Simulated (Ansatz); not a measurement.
# ZrCl+ (triplet): wave-function methods side by side, def2-QZVPP

The task here is to estimate one member of a computed series from the others.

Method: def2-QZVPP, core rule «outside noble gas», up to 9 orbitals frozen; program: Ansatz 0.2.0, Gaussian basis.

To be run: UHF; ROHF; CCSD(T) on UHF.

2 further runs of the same task are left out: 2 set aside as unsound or not needed.

## The geometry

The geometry is a PBE0/def2-TZVP stationary point (not a proven minimum). No spin-orbit coupling is included. Elements past krypton take def2 core potentials.

2 atoms, charge 1, spin multiplicity 3.

Atoms are counted from 1 here; the program's logs count them from 0.

Bond lengths: Zr1–Cl2 2.227 Å.

The first run:

File in.yaml:

```yaml
crystal:
  periodic: [false, false, false]
  atoms:
    - {symbol: Zr, position_ang: [0.000000, 0.000000, 0.000000]}
    - {symbol: Cl, position_ang: [0.000000, 0.000000, 2.227000]}
basis:
  gaussian: {orbitals: "def2-QZVPP.json"}
total_charge: 1
magnetization: {spin_polarized: true, initial_magnetization: 2}
hamiltonian: {xc: hf}
output: {orbitals: {seedname: orbitals}}
```

Command:

```sh
> ansatz run in.yaml --threads 1 --pin off --events-out ev --progress --plain --max-ram 4096MiB --backend cpu
```

Steps of the session up to this table: UHF; ROHF; CCSD(T) on UHF.

One table of the session follows, with a row left open; its other results are not shown here.

```
  method  from UCCSD(T) (kJ/mol)
    ROHF                  +750.1
     UHF                       ?
    UMP2                   +80.0
   UCCSD                   +38.0
UCCSD(T)                       0
```

Estimate the missing values for UHF.

**Answer.** from UCCSD(T) (kJ/mol): +736.8. In the column «from UCCSD(T) (kJ/mol)» it lies between UMP2 (+80.0) and ROHF (+750.1).
